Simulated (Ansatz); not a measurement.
# GaNH (quartet): the correlation ladder, cc-pVDZ

An exercise on one series of results from a longer session: the logs are not shown, and one member is left open.

The runs use Ansatz 0.2.0, Gaussian basis; cc-pVDZ, core rule «outside noble gas», up to 15 orbitals frozen.

To be run: UHF; CCSD(T) on ROHF; CCSD(T) on UHF; BCCD(T) on ROHF; CISD as a restricted active space (open shells left free, so some higher excitations enter); CCSDT(Q) on ROHF; CCSDT(Q) on UHF; CASSCF and MRCISD+Q, 9 electrons in 9 orbitals; CASSCF and NEVPT2, 9 electrons in 9 orbitals.

24 further runs of the same task are left out: 6 for a known fault of the program, 6 that didn't finish, 12 set aside as unsound or not needed. Runs told in other sessions of the task aren't counted.

## The system

The geometry is a PBE0/def2-TZVP stationary point (not a proven minimum). No spin-orbit coupling is included. The filled d shell of Ga may be among the frozen orbitals whatever the setting's name suggests.

3 atoms, charge 0, spin multiplicity 4.

Atoms are counted from 1 here; the program's logs count them from 0.

Bond lengths: N1–Ga2 1.985 Å, Ga2–H3 1.616 Å. Angles: N1–Ga2–H3 112.7°.

The first run:

in.yaml reads:

```yaml
crystal:
  periodic: [false, false, false]
  atoms:
    - {symbol: N, position_ang: [0.000000, 0.093904, 1.661900]}
    - {symbol: Ga, position_ang: [0.000000, -0.039184, -0.318801]}
    - {symbol: H, position_ang: [0.000000, 1.405604, -1.041722]}
basis:
  gaussian: {orbitals: cc-pVDZ}
magnetization: {spin_polarized: true, initial_magnetization: 3}
hamiltonian: {xc: hf}
output: {orbitals: {seedname: orbitals}}
```

Started as:

```bash
> ansatz run in.yaml --threads 1 --pin off --events-out ev --progress --plain --max-ram 2393MiB
```

Steps of the session up to this table: UHF; CCSD(T) on ROHF; CCSD(T) on UHF; BCCD(T) on ROHF; CISD as a restricted active space (open shells left free, so some higher excitations enter); CCSDT(Q) on ROHF; CCSDT(Q) on UHF; CASSCF and MRCISD+Q, 9 electrons in 9 orbitals; CASSCF and NEVPT2, 9 electrons in 9 orbitals.

One of the session's tables, all rows but one given; the rest of the session is left out.

| method | from UCCSDT(Q) (meV) |
| --- | --- |
| ROHF | +5077.7 |
| UHF | +4807.8 |
| RMP2 | +1005.3 |
| UMP2 | +997.6 |
| RCCSD | +163.7 |
| UCCSD | +145.4 |
| RCCSD(T) | +45.6 |
| UCCSD(T) | +38.0 |
| BCCD(T) | +46.4 |
| RCCSDT | +16.9 |
| UCCSDT | +8.9 |
| RCCSDT(Q) | +8.3 |
| UCCSDT(Q) | 0 |
| CASSCF valence | +3531.0 |
| NEVPT2 valence | +767.4 |
| MRCISD valence | ? |
| MRCISD+Q valence | +21.4 |

Q: Estimate the row for MRCISD valence from the others.

**Answer.** from UCCSDT(Q) (meV): +198.0. In the column «from UCCSDT(Q) (meV)» it lies between RCCSD (+163.7) and NEVPT2 valence (+767.4).

Not comparable, so not listed: CISD as a restricted active space (open shells left free, so some higher excitations enter) (they don't share determinant, frozen orbitals or solution with the rows shown, or repeat one).

Caveats from the session: Restricted and unrestricted rows rest on different reference determinants; a gap between their highest levels can come from leftover correlation error, from unlike frozen cores or from another state.
